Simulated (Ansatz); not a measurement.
**CH4STe: single points off equilibrium**

The atoms stand at a structure displaced at random from a GFN2-xTB minimum. How far do the functionals agree with CCSD(T) there?

Computed with Ansatz 0.2.0, Gaussian basis. Level: single points in def2-TZVPP.

Cores are frozen in the correlated methods. Filled d shells of the heavier atoms are correlated. Core potentials replace the inner electrons past krypton, and spin-orbit coupling is left out.

**1. The starting structure**

7 atoms, charge 0, spin multiplicity 1.

Atoms are counted from 1 here; the program's logs count them from 0.

Bond lengths: C1–S2 1.981 Å, C1–H4 0.870 Å, C1–H5 1.200 Å, C1–H6 1.226 Å, S2–Te3 2.324 Å, Te3–H7 1.743 Å. Angles: S2–C1–H4 104.8°, S2–C1–H5 102.4°, S2–C1–H6 88.2°, H4–C1–H5 106.0°, H4–C1–H6 140.0°, H5–C1–H6 107.9°, C1–S2–Te3 96.1°, S2–Te3–H7 97.1°.

Geometry (Å):

| atom | x (Å) | y (Å) | z (Å) |
| --- | --- | --- | --- |
| C1 | -0.8807 | 0.4989 | -0.4021 |
| S2 | -0.2858 | -0.1271 | 1.3810 |
| Te3 | 1.1399 | -1.7866 | 0.5985 |
| H4 | -1.0530 | -0.2289 | -0.8463 |
| H5 | 0.1311 | 0.9403 | -0.8716 |
| H6 | -1.4680 | 1.4173 | 0.1597 |
| H7 | 2.5585 | -0.7885 | 0.4290 |

**2. CCSD(T)/def2-TZVPP**

Input file run/in.yaml:

```yaml
crystal:
  periodic: [false, false, false]
  atoms:
    - {symbol: C, position_ang: [-0.880700, 0.498900, -0.402100]}
    - {symbol: S, position_ang: [-0.285800, -0.127100, 1.381000]}
    - {symbol: Te, position_ang: [1.139900, -1.786600, 0.598500]}
    - {symbol: H, position_ang: [-1.053000, -0.228900, -0.846300]}
    - {symbol: H, position_ang: [0.131100, 0.940300, -0.871600]}
    - {symbol: H, position_ang: [-1.468000, 1.417300, 0.159700]}
    - {symbol: H, position_ang: [2.558500, -0.788500, 0.429000]}
basis:
  gaussian: {orbitals: def2-TZVPP}
correlation: {method: ccsd_t}
output: {forces: true}
```

The command line of these runs was not kept.

**3. PBE0-D4/def2-TZVPP**

run/in.yaml, as its differences from that of step 2:

```diff
@@ -12,3 +12,3 @@
   gaussian: {orbitals: def2-TZVPP}
-correlation: {method: ccsd_t}
-output: {forces: true}
+hamiltonian: {xc: pbe0, dispersion: d4}
+output: {forces: true, orbitals: {seedname: orbitals}}
```

**4. wB97M-V/def2-TZVPP**

run/in.yaml, as its differences from that of step 3:

```diff
@@ -12,3 +12,3 @@
   gaussian: {orbitals: def2-TZVPP}
-hamiltonian: {xc: pbe0, dispersion: d4}
-output: {forces: true, orbitals: {seedname: orbitals}}
+hamiltonian: {xc: {name: wB97M-V}}
+output: {forces: true}
```

**5. r2SCAN-D4/def2-TZVPP**

run/in.yaml, as its differences from that of step 4:

```diff
@@ -12,3 +12,3 @@
   gaussian: {orbitals: def2-TZVPP}
-hamiltonian: {xc: {name: wB97M-V}}
+hamiltonian: {xc: r2scan, dispersion: d4}
 output: {forces: true}
```

**6. PBE-D4/def2-TZVPP**

run/in.yaml, as its differences from that of step 5:

```diff
@@ -12,3 +12,3 @@
   gaussian: {orbitals: def2-TZVPP}
-hamiltonian: {xc: r2scan, dispersion: d4}
+hamiltonian: {xc: pbe, dispersion: d4}
 output: {forces: true}
```

**7. BHLYP-D4/def2-TZVPP**

run/in.yaml, as its differences from that of step 6:

```diff
@@ -12,3 +12,3 @@
   gaussian: {orbitals: def2-TZVPP}
-hamiltonian: {xc: pbe, dispersion: d4}
+hamiltonian: {xc: {name: BHLYP}, dispersion: d4}
 output: {forces: true}
```

**8. revPBE-D4/def2-TZVPP**

run/in.yaml, as its differences from that of step 7:

```diff
@@ -12,3 +12,3 @@
   gaussian: {orbitals: def2-TZVPP}
-hamiltonian: {xc: {name: BHLYP}, dispersion: d4}
+hamiltonian: {xc: {name: revPBE}, dispersion: d4}
 output: {forces: true}
```

(Steps that only read results are left out.)

What does the calculation give? Wanted: energy less free atoms, CCSD(T)/def2-TZVPP; RMS force component; RMS force error; HOMO and LUMO, PBE0-D4; T1 diagnostic.

As calculated:

| quantity | value |
| --- | --- |
| energy less free atoms, CCSD(T)/def2-TZVPP | -436.0 kcal/mol |
| RMS force component | 5.365 to 5.443 eV/Å over the methods |
| RMS force error | PBE0-D4 0.116, wB97M-V 0.108, r2SCAN-D4 0.101, PBE-D4 0.183, BHLYP-D4 0.186, revPBE-D4 0.198 eV/Å |
| HOMO and LUMO, PBE0-D4 | -6.39 and -1.32 eV |
| T1 diagnostic | 0.012 |

Against CCSD(T) the functionals' energies less atoms differ by -29.1 to +2.7 kcal/mol, PBE-D4 by -29.1 kcal/mol. A larger basis would deepen the CCSD(T) value, while the functionals are nearly converged already, so the order here is not reliable. The forces of r2SCAN-D4 come nearest to CCSD(T), those of revPBE-D4 are farthest. Frozen-core CCSD(T) forces in triple zeta carry basis errors of their own, and this is one geometry, so small gaps rank nothing.
